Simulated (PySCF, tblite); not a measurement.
**C₁₀H₁₀: geometry, infrared bands and NMR shifts**

Wanted: the infrared bands and NMR shifts of C₁₀H₁₀ (`C#Cc1cccc(CC)c1`), by calculation.

Programs: tblite 0.8.0 and PySCF 2.14.0, with density-fitted response routines of our own. Each step states its level of theory. These are calculated values for one molecule in the gas phase, unless marked as measured. Atoms are numbered from 0 throughout.

### Step 1. Starting geometry

20 atoms, charge 0, multiplicity 1; geometry from: force field or distance geometry start.

Bonds of the start (Å): C0–C1 1.21, C1–C2 1.42, C2–C3 1.39, C3–C4 1.39, C4–C5 1.40, C5–C6 1.40, C6–C7 1.50, C7–C8 1.52, C6–C9 1.40, C9–C2 1.41, C0–H10 1.06, C3–H11 1.09, C4–H12 1.08, C5–H13 1.08, C7–H14 1.10, C7–H15 1.10, C8–H16 1.10, C8–H17 1.10, C8–H18 1.09, C9–H19 1.09.

### Step 2. Geometry optimisation with GFN2-xTB

Job settings and geometry (Å):

```
{"job": {"kind": "relax", "xc": "GFN2-xTB", "basis": "xTB"}, "charge": 0, "multiplicity": 1}
C      3.647000     1.711100     1.204200
C      2.759500     1.050100     0.714400
C      1.731900     0.245600     0.154400
C      2.008400    -1.015500    -0.355100
C      0.990900    -1.802000    -0.894000
C     -0.317200    -1.307000    -0.964100
C     -0.610600    -0.024900    -0.475300
C     -2.016300     0.503700    -0.515800
C     -2.796900     0.141500     0.738200
C      0.412400     0.742500     0.095000
H      4.410600     2.304900     1.630000
H      3.018300    -1.418600    -0.301600
H      1.210300    -2.790700    -1.275600
H     -1.091400    -1.926600    -1.395400
H     -2.008400     1.596500    -0.649300
H     -2.539700     0.097100    -1.388700
H     -2.328100     0.570800     1.633300
H     -3.822400     0.533400     0.674100
H     -2.866000    -0.937100     0.878500
H      0.202600     1.735800     0.490000
```

Command:

```
> OMP_NUM_THREADS=1 python probes_run.py task.json out
```

One launch serves the whole session: the jobs run in the order shown.

**Question.** This job is followed by: GFN2-xTB harmonic vibrations, gas phase; GIAO PBE0/pcSseg-1 NMR shielding, non-relativistic, gas phase. Predict these results of the whole session: strongest single infrared mode (GFN2-xTB); zero-point energy (GFN2-xTB); ¹³C shifts against TMS (PBE0/pcSseg-1); ¹H shifts against TMS (PBE0/pcSseg-1, means over atoms taken as alike).

**Answer**, as computed:

```
                                                              quantity                                                                 value
                             strongest single infrared mode (GFN2-xTB)                                                  3032 cm⁻¹, 61 km/mol
                                          zero-point energy (GFN2-xTB)                                                        101.6 kcal/mol
                                ¹³C shifts against TMS (PBE0/pcSseg-1)  151.5, 138.9, 136.8, 134.2, 133.8, 127.1, 89.5, 86.7, 35.0, 22.4 ppm
¹H shifts against TMS (PBE0/pcSseg-1, means over atoms taken as alike)                          7.72, 7.72, 7.58, 7.44, 2.77, 2.64, 1.21 ppm
```

In words: Relaxing lowered the energy by 0.056 eV in 40 steps; the close pair that moved most is C2–C9, from 1.411 to 1.393 Å. No mode is imaginary among the 54: a minimum at this level. Unscaled tight-binding wavenumbers are off by several per cent, some by more. Its intensities can rank the bands wrongly. At PBE0/pcSseg-1: Shielding is most anisotropic at C1 (span 311 ppm, paramagnetic term -148 ppm). NICS(1)zz of -27 ppm above the planar ring from C2 marks a diatropic (aromatic) ring current.
